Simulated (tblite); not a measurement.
# C4H18OSi5: the cost of one run

Programs: PySCF 2.14.0 with density-fitted response routines of our own, and tblite 0.8.0. All values are computed, except where a source is named. Atoms count from 0 throughout.

## (1) The starting structure

28 atoms, charge 0, multiplicity 1; geometry from: MMFF94s geometry.

Bonds of the start (Å): C0–H10 1.09, C0–H11 1.09, C0–H12 1.10, C0–Si1 1.82, C2–H13 1.09, C2–H14 1.10, C2–H15 1.10, C5–H18 1.10, C5–H19 1.10, C5–H20 1.08, C6–H21 1.10, C6–H22 1.08, C6–H23 1.08, O8–Si9 1.66, Si1–C2 1.85, Si1–Si3 2.28, Si1–Si7 2.26, Si3–H16 1.50, Si3–H17 1.47, Si3–Si4 2.28, Si4–C5 1.83, Si4–C6 1.83, Si4–Si7 2.28, Si7–H24 1.48 and more.

## (2) GFN2-xTB relaxation, conformer 1

What the job is given:

```
{"job": {"xc": "GFN2-xTB", "basis": "xTB", "kind": "relax"}, "charge": 0, "multiplicity": 1}
C      2.378000     1.928000    -0.185900
Si     1.579900     0.425800     0.472900
C      2.716000    -0.672900     1.442400
Si    -0.358900     0.849100     1.588100
Si    -1.316700    -0.904900     0.489700
C     -1.225200    -2.465200     1.438700
C     -2.978800    -0.503700    -0.164000
Si     0.366600    -0.737600    -1.041000
O      0.018100     0.096800    -2.412200
Si    -0.769500     1.423400    -3.016300
H      3.143600     1.686200    -0.918800
H      2.844000     2.511400     0.610100
H      1.648000     2.594300    -0.670800
H      3.545800    -1.019300     0.819900
H      3.134600    -0.133200     2.298300
H      2.195000    -1.555900     1.840100
H     -0.266600     0.640200     3.068900
H     -0.960800     2.137800     1.207300
H     -0.213900    -2.657700     1.829600
H     -1.890400    -2.441300     2.309100
H     -1.510700    -3.318400     0.832300
H     -3.731200    -0.536200     0.637800
H     -3.289100    -1.214500    -0.913800
H     -3.038800     0.484100    -0.606400
H      0.968600    -2.051300    -1.370000
H     -2.237500     1.185300    -2.988100
H     -0.450300     2.605000    -2.174900
H     -0.320600     1.672200    -4.408700
```

Run with:

```console
$ OMP_NUM_THREADS=1 python ens_run.py task.json out
```

The driver reads the study from task.json and runs its stages one after another.

**Question.** How long does this first job take on 1 thread of AMD EPYC 9R45, shared host?

About 3.9 s.
